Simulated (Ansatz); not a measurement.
# AlFH3NO: vertical spin-state energies, by script

Wanted for AlFH3NO: vertical spin-state energies.

Program: the Python package of Ansatz 0.2.0. Level of theory: MP2/def2-SVPD. These are calculated values, not measurements.

**1. The structure**

Bond lengths: N1–Al2 1.860 Å, Al2–O3 1.802 Å, Al2–F4 1.735 Å, N1–H5 1.079 Å, N1–H6 1.104 Å, O3–H7 1.008 Å. Angles: N1–Al2–O3 118.8°, N1–Al2–F4 122.5°, O3–Al2–F4 118.7°, Al2–N1–H5 109.2°, Al2–N1–H6 108.3°, H5–N1–H6 102.6°, Al2–O3–H7 107.8°.

The script holds or builds the structure itself.

**2. The script**

The input, spin_alfh3no.py:

```python
"""Gap between spin states of AlFH3NO at one geometry."""

import ansatz as az
from ase import Atoms

atoms = Atoms(["N", "Al", "O", "F", "H", "H", "H"], positions=[
    (-0.3503, 1.1887, -0.573),
    (-0.0616, -0.4068, 0.3377),
    (1.5738, -0.7326, 1.0218),
    (-1.2949, -1.6142, 0.5164),
    (-0.7302, 0.9704, -1.5585),
    (-1.1982, 1.7112, -0.0974),
    (2.1226, -1.1848, 0.3073),
])
system = az.Crystal.molecule_from_ase(atoms)

base = (
    system.calculation()
    .basis(gaussian="def2-SVPD")
    .correlation("mp2")
)
found = {}
for unpaired in [0, 2]:
    rep = base.spin("collinear", total=unpaired).run(threads=1).report
    s = unpaired / 2
    found[unpaired] = rep["free_energy_ev"]
    print(f"2S+1 = {unpaired + 1}: E = {found[unpaired]:.5f} eV, <S^2> = {abs(rep['mean_field']['state']['spin_squared']):.3f} (pure state {s * (s + 1):.2f})")
lowest = min(found, key=found.get)
for unpaired, e in found.items():
    print(f"multiplicity {unpaired + 1}: {(e - found[lowest]):.3f} eV above the lowest")
```

**3. What the engine is handed**

The engine receives this input (first run):

```yaml
crystal:
  periodic: [false, false, false]
  atoms:
    - { symbol: "N", position_ang: [-0.3503, 1.1887, -0.573] }
    - { symbol: Al, position_ang: [-0.0616, -0.4068, 0.3377] }
    - { symbol: O, position_ang: [1.5738, -0.7326, 1.0218] }
    - { symbol: F, position_ang: [-1.2949, -1.6142, 0.5164] }
    - { symbol: H, position_ang: [-0.7302, 0.9704, -1.5585] }
    - { symbol: H, position_ang: [-1.1982, 1.7112, -0.0974] }
    - { symbol: H, position_ang: [2.1226, -1.1848, 0.3073] }
basis:
  gaussian:
    orbitals: def2-SVPD
magnetization:
  spin_polarized: true
  initial_magnetization: 0.0
correlation:
  method: mp2
```

**4. The run**

Run with:

```bash
python spin_alfh3no.py
```

**Question.** Which spin state is lowest at this geometry, and how far above lie the others?

The runs gave:

| quantity | value |
| --- | --- |
| runs compared | 2 |
| lowest | run 1 (2S+1 = 1) |
| next above it by | 5.429 eV |

What this shows: In order: multiplicity 1 (+0.00 eV) and multiplicity 3 (+5.43 eV), all at the one geometry. Reading the output:
- The geometry is a force-field or estimated start, not a minimum of this method, and the basis set is short of its limit. All parts are taken at fixed geometry, without zero-point energy.
- S² is that of the Hartree-Fock reference.
